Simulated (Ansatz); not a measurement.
# Li+ with GaCl₃: superposition error and deformation, part 2 of 2

Ansatz 0.2.0, Gaussian basis.

## 11. B3LYP-D4/def2-TZVPPD

free-b/in.yaml

```yaml
crystal:
  periodic: [false, false, false]
  atoms:
    - {symbol: Cl, position_ang: [-0.295868, 0.547539, 2.612643]}
    - {symbol: Ga, position_ang: [-0.063279, 0.117124, 0.558423]}
    - {symbol: Cl, position_ang: [1.601218, 0.874738, -0.497348]}
    - {symbol: Cl, position_ang: [-1.495162, -1.070954, -0.440259]}
basis:
  gaussian: {orbitals: "def2-TZVPPD.json"}
hamiltonian: {xc: {name: B3LYP}, dispersion: d4}
```

Run with:

```bash
ansatz run in.yaml --threads 4 --pin off --events-out ev --progress --plain --max-ram 9574MiB
```

Output (excerpt; [...] marks lines left out):

```text
Functional definition: B3LYP
  name "B3LYP"
  cite "Stephens, Devlin, Chabalowski & Frisch, J. Phys. Chem. 98, 11623 (1994) doi:10.1021/j100096a001"
  cite "Becke, Phys. Rev. A 38, 3098 (1988) doi:10.1103/PhysRevA.38.3098"
  cite "Lee, Yang & Parr, Phys. Rev. B 37, 785 (1988) doi:10.1103/PhysRevB.37.785"
  cite "Vosko, Wilk & Nusair, Can. J. Phys. 58, 1200 (1980) doi:10.1139/p80-159"
[...]
1421 factors; their error is unknown
[...]
mean field -89954.21196463 eV, -3305.7563165454 hartree, gradient 4.2e-5 eV, S^2 0.000000; 0 other end points of the search recorded, 0 dependent functions left out
reference -89954.21225881 eV, -3305.7563273561 hartree; 41, 41 occupied and 166, 166 virtual orbitals, 1421 factors
Total energy: -89954.46167792 eV, -3305.7654933396 hartree
```

It took 3.5 s on 4 threads of Arm Neoverse V1, shared host; peak memory 0.57 GiB.

## 12. wB97X-V/def2-TZVPPD

free-b/in.yaml, as its differences from that of step 11:

```diff
@@ -9,2 +9,2 @@
   gaussian: {orbitals: "def2-TZVPPD.json"}
-hamiltonian: {xc: {name: B3LYP}, dispersion: d4}
+hamiltonian: {xc: {name: wB97X-V}}
```

Run with:

```bash
ansatz run in.yaml --threads 4 --pin off --events-out ev --progress --plain --max-ram 9574MiB
```

Output (excerpt; [...] marks lines left out):

```text
[... 5 set-up lines as earlier in the session ...]
[...]
      + integral(e_c_pw_opposite_spin*poly(b97_u_opposite, cos0, cos1)) + vv10(b, c)
1391 factors; their error is unknown
264 factors; integrals over basis functions are off by at most 1.3e-4 eV
[...]
mean field -89941.38623189 eV, -3305.2849795606 hartree, gradient 4.2e-5 eV, S^2 0.000000; 0 other end points of the search recorded, 0 dependent functions left out
reference -89941.38622847 eV, -3305.2849794352 hartree; 41, 41 occupied and 166, 166 virtual orbitals, 1391 factors
Total energy: -89941.38622847 eV, -3305.2849794352 hartree
```

Run time: 7.5 s. Hardware: 4 threads of Arm Neoverse V1, shared host; peak memory 0.69 GiB.

## 13. wB97M-V/def2-TZVPPD

free-b/in.yaml, as its differences from that of step 12:

```diff
@@ -9,2 +9,2 @@
   gaussian: {orbitals: "def2-TZVPPD.json"}
-hamiltonian: {xc: {name: wB97X-V}}
+hamiltonian: {xc: {name: wB97M-V}}
```

Run with:

```bash
ansatz run in.yaml --threads 4 --pin off --events-out ev --progress --plain --max-ram 9574MiB
```

Output (excerpt; [...] marks lines left out):

```text
[... 5 set-up lines as earlier in the session ...]
  # Of w^i u^j: cxij and so on, Table III.
[...]
  gx(w, u) = 1 - cx + cx01*u + cx10*w
  gss(w, u) = css00 + css04*u^4 + css10*w + css20*w^2 + css43*w^4*u^3
  gos(w, u) = cos00 + cos10*w + (cos20 + cos21*u)*w^2 + (cos60 + cos61*u)*w^6
[...]
      + integral(e_c_pw_mod_opposite_spin*gos(b97_w_opposite, b97_u_opposite)) + vv10(b, c)
1388 factors; their error is unknown
264 factors; integrals over basis functions are off by at most 1.3e-4 eV
[...]
mean field -89947.28039289 eV, -3305.5015859825 hartree, gradient 5.2e-5 eV, S^2 0.000000; 0 other end points of the search recorded, 0 dependent functions left out
reference -89947.28047983 eV, -3305.5015891774 hartree; 41, 41 occupied and 166, 166 virtual orbitals, 1388 factors
Total energy: -89947.28047983 eV, -3305.5015891774 hartree
```

Wall time 9 s (4 threads of Arm Neoverse V1, shared host); peak memory 0.7 GiB.

## 14. B2PLYP/def2-TZVPPD

free-b/in.yaml, as its differences from that of step 13:

```diff
@@ -9,2 +9,2 @@
   gaussian: {orbitals: "def2-TZVPPD.json"}
-hamiltonian: {xc: {name: wB97M-V}}
+hamiltonian: {xc: {name: B2PLYP}}
```

Run with:

```bash
ansatz run in.yaml --threads 4 --pin off --events-out ev --progress --plain --max-ram 9574MiB
```

Output (excerpt; [...] marks lines left out):

```text
[... 5 set-up lines as earlier in the session ...]
[...]
1236 factors; integrals over basis functions are off by at most 1.8e-3 eV
[...]
mean field -89924.41531771 eV, -3304.6613099679 hartree, gradient 4.1e-6 eV, S^2 0.000000; 0 other end points of the search recorded, 0 dependent functions left out
24 core orbitals not correlated: weight in the atoms' cores, before any rotation towards them, 1.000 or more for the frozen orbitals, at most 0.000 for the correlated occupied ones
reference -89924.41550393 eV, -3304.6613168115 hartree; 17, 17 occupied and 166, 166 virtual orbitals, 1236 factors
second order -25.91326521 eV of doubles, -0.00000000 eV of singles
Total energy: -89931.41208554 eV, -3304.9184364431 hartree
```

Run time: 5.5 s. Hardware: 4 threads of Arm Neoverse V1, shared host; peak memory 0.55 GiB.

## 15. BLYP-D4/def2-TZVPPD

free-b/in.yaml, as its differences from that of step 14:

```diff
@@ -9,2 +9,2 @@
   gaussian: {orbitals: "def2-TZVPPD.json"}
-hamiltonian: {xc: {name: B2PLYP}}
+hamiltonian: {xc: {name: BLYP}, dispersion: d4}
```

Run with:

```bash
ansatz run in.yaml --threads 4 --pin off --events-out ev --progress --plain --max-ram 9574MiB
```

Output (excerpt; [...] marks lines left out):

```text
Functional definition: BLYP
  name "BLYP"
[... 2 set-up lines as earlier in the session ...]
  parameter beta = 0.0042
  parameter a = 0.04918
  parameter b = 0.132
  parameter c = 0.2533
  parameter d = 0.349
  exchange = b88_x(beta = beta)
  correlation = lyp_c(a = a, b = b, c = c, d = d)
1348 factors; their error is unknown
mean field evaluation 1: about -89950.7237 eV, gradient 4.4e1 eV
mean field evaluation 2: about -89944.8060 eV, gradient 8.1e1 eV
mean field evaluation 4: about -89953.3957 eV, gradient 1.8e0 eV
mean field evaluation 8: about -89953.3728 eV, gradient 9.2e-3 eV
mean field -89953.37280504 eV, -3305.7254779993 hartree, gradient 8.0e-5 eV, S^2 0.000000; 0 other end points of the search recorded, 0 dependent functions left out
reference -89953.37318187 eV, -3305.7254918474 hartree; 41, 41 occupied and 166, 166 virtual orbitals, 1348 factors
Total energy: -89953.68642927 eV, -3305.7370034771 hartree
```

It took 2.4 s on 4 threads of Arm Neoverse V1, shared host.

## 16. revPBE-D4/def2-TZVPPD

free-b/in.yaml, as its differences from that of step 15:

```diff
@@ -9,2 +9,2 @@
   gaussian: {orbitals: "def2-TZVPPD.json"}
-hamiltonian: {xc: {name: BLYP}, dispersion: d4}
+hamiltonian: {xc: {name: revPBE}, dispersion: d4}
```

Run with:

```bash
ansatz run in.yaml --threads 4 --pin off --events-out ev --progress --plain --max-ram 9574MiB
```

Output (excerpt; [...] marks lines left out):

```text
Functional definition: revPBE
  name "revPBE"
  cite "Zhang & Yang, Phys. Rev. Lett. 80, 890 (1998) doi:10.1103/PhysRevLett.80.890"
[... 1 set-up line as earlier in the session ...]
  parameter kappa = 1.245
[... 3 set-up lines as earlier in the session ...]
1348 factors; their error is unknown
mean field evaluation 1: about -89938.6462 eV, gradient 4.1e1 eV
mean field evaluation 2: about -89934.2731 eV, gradient 7.2e1 eV
mean field evaluation 4: about -89940.9535 eV, gradient 1.7e0 eV
mean field evaluation 8: about -89940.9304 eV, gradient 1.2e-2 eV
mean field -89940.93044717 eV, -3305.2682297813 hartree, gradient 8.1e-5 eV, S^2 0.000000; 0 other end points of the search recorded, 0 dependent functions left out
reference -89940.93053346 eV, -3305.2682329523 hartree; 41, 41 occupied and 166, 166 virtual orbitals, 1348 factors
Total energy: -89941.25593098 eV, -3305.2801910906 hartree
```

Wall time 1.9 s (4 threads of Arm Neoverse V1, shared host).

## 17. B97M-V/def2-TZVPPD

free-b/in.yaml, as its differences from that of step 16:

```diff
@@ -9,2 +9,2 @@
   gaussian: {orbitals: "def2-TZVPPD.json"}
-hamiltonian: {xc: {name: revPBE}, dispersion: d4}
+hamiltonian: {xc: {name: B97M-V}}
```

Run with:

```bash
ansatz run in.yaml --threads 4 --pin off --events-out ev --progress --plain --max-ram 9574MiB
```

Output (excerpt; [...] marks lines left out):

```text
[... 5 set-up lines as earlier in the session ...]
  # Of w^i u^j: cxij and so on, Table III.
[...]
  gx(w, u) = cx00 + cx01*u + cx02*u^2 + (cx10 + cx11*u)*w
  gss(w, u) = css00 + css02*u^2 + css10*w + (css32*w^3 + css42*w^4)*u^2
  gos(w, u) = cos00 + cos01*u + cos03*u^3 + cos10*w + cos32*w^3*u^2
[...]
      + integral(e_c_pw_mod_opposite_spin*gos(b97_w_opposite, b97_u_opposite)) + vv10(b, c)
1348 factors; their error is unknown
[...]
mean field -89932.03243191 eV, -3304.9412337518 hartree, gradient 4.8e-5 eV, S^2 0.000000; 0 other end points of the search recorded, 0 dependent functions left out
reference -89932.03253284 eV, -3304.9412374608 hartree; 41, 41 occupied and 166, 166 virtual orbitals, 1348 factors
Total energy: -89932.03253284 eV, -3304.9412374608 hartree
```

Run time: 7 s. Hardware: 4 threads of Arm Neoverse V1, shared host.

## 18. HSE06-D4/def2-TZVPPD

free-b/in.yaml, as its differences from that of step 17:

```diff
@@ -9,2 +9,2 @@
   gaussian: {orbitals: "def2-TZVPPD.json"}
-hamiltonian: {xc: {name: B97M-V}}
+hamiltonian: {xc: hse06, dispersion: d4}
```

Run with:

```bash
ansatz run in.yaml --threads 4 --pin off --events-out ev --progress --plain --max-ram 9574MiB
```

Output (excerpt; [...] marks lines left out):

```text
Functional definition: HSE06
  name "HSE06"
  cite "Heyd, Scuseria & Ernzerhof, J. Chem. Phys. 118, 8207 (2003) doi:10.1063/1.1564060"
  cite "Krukau, Vydrov, Izmaylov & Scuseria, J. Chem. Phys. 125, 224106 (2006) doi:10.1063/1.2404663"
  cite "Heyd & Scuseria, J. Chem. Phys. 120, 7274 (2004) doi:10.1063/1.1668634"
  cite "Ernzerhof & Perdew, J. Chem. Phys. 109, 3313 (1998) doi:10.1063/1.476928"
[... 2 set-up lines as earlier in the session ...]
[...]
  # The whole range is PBE's own exchange, as in plane waves. The composition of these papers is wPBEh.
[...]
1426 factors; their error is unknown
91 factors; integrals over basis functions are off by at most 1.9e-5 eV
[...]
mean field -89931.97506603 eV, -3304.9391255944 hartree, gradient 2.1e-5 eV, S^2 0.000000; 0 other end points of the search recorded, 0 dependent functions left out
reference -89931.97513739 eV, -3304.9391282169 hartree; 41, 41 occupied and 166, 166 virtual orbitals, 1426 factors
Total energy: -89932.10059558 eV, -3304.9437387205 hartree
```

Run time: 3.4 s. Hardware: 4 threads of Arm Neoverse V1, shared host; peak memory 0.59 GiB.

## 19. CCSD(T)/def2-TZVPPD

free-b/in.yaml, as its differences from that of step 18:

```diff
@@ -9,2 +9,2 @@
   gaussian: {orbitals: "def2-TZVPPD.json"}
-hamiltonian: {xc: hse06, dispersion: d4}
+correlation: {method: ccsd_t}
```

Run with:

```bash
ansatz run in.yaml --threads 4 --pin off --events-out ev --progress --plain --max-ram 9574MiB
```

Output (excerpt; [...] marks lines left out):

```text
[... 4 set-up lines as earlier in the session ...]
[...]
1236 factors; integrals over basis functions are off by at most 1.8e-3 eV
[...]
mean field -89851.24855472 eV, -3301.9724810221 hartree, gradient 2.3e-6 eV, S^2 0.000000; 0 other end points of the search recorded, 0 dependent functions left out
24 core orbitals not correlated: weight in the atoms' cores, before any rotation towards them, 1.000 or more for the frozen orbitals, at most 0.000 for the correlated occupied ones
reference -89851.24855472 eV, -3301.9724810221 hartree; 17, 17 occupied and 166, 166 virtual orbitals, 1236 factors
second order -21.13839282 eV of doubles, -0.00000000 eV of singles
cycle   1  -21.56576118 eV  change   -4.3e-1 eV  update   9.9e-2
[...]
cycle   8  -22.16936355 eV  change   -2.3e-5 eV  update   2.5e-5
perturbative correction -0.99490437 eV, -0.0365620612 hartree
Total energy: -89874.41282264 eV, -3302.8237521670 hartree
```

It took 13 s on 4 threads of Arm Neoverse V1, shared host; peak memory 1.3 GiB.

## 20. The split

```
      method  interaction with counterpoise (kJ/mol)  without  superposition error  deformation  binding energy
      PBE-D4                                 -130.95  -131.46                 0.51        16.24         -114.71
   revPBE-D4                                 -128.58  -129.14                 0.55        15.87         -112.71
     BLYP-D4                                 -130.79  -131.36                 0.58        15.52         -115.27
   r2SCAN-D4                                 -120.24  -120.61                 0.37        18.36         -101.88
      B97M-V                                 -121.87  -122.26                 0.39        18.25         -103.62
     PBE0-D4                                 -130.24  -130.69                 0.44        18.16         -112.08
    B3LYP-D4                                 -131.11  -131.59                 0.49        17.33         -113.78
    HSE06-D4                                 -130.18  -130.62                 0.44        18.06         -112.12
     wB97X-V                                 -125.63  -126.08                 0.44        18.95         -106.68
     wB97M-V                                 -126.90  -127.34                 0.43        18.19         -108.71
      B2PLYP                                 -125.12  -126.45                 1.33        18.02         -107.10
Hartree-Fock                                 -116.95  -117.32                 0.36        20.46          -96.49
         MP2                                 -117.29  -120.62                 3.32        18.83          -98.46
        CCSD                                 -117.72  -120.93                 3.21        18.91          -98.81
     CCSD(T)                                 -117.35  -120.92                 3.57        18.35          -99.00
```

## 21. Outcome

The summary covers parts 1 to 2.

| quantity | value |
| --- | --- |
| interaction, CCSD(T) | -117.35 kJ/mol |
| superposition error | 3.57 kJ/mol |
| deformation | 18.35 kJ/mol |
| binding energy | -99.00 kJ/mol |

In this basis the superposition error is 3.57 kJ/mol for CCSD(T) and 0.47 kJ/mol on average for the plain functionals: correlated methods borrow far more, since they need many more functions to converge. Deformation takes back 16 % of the interaction.
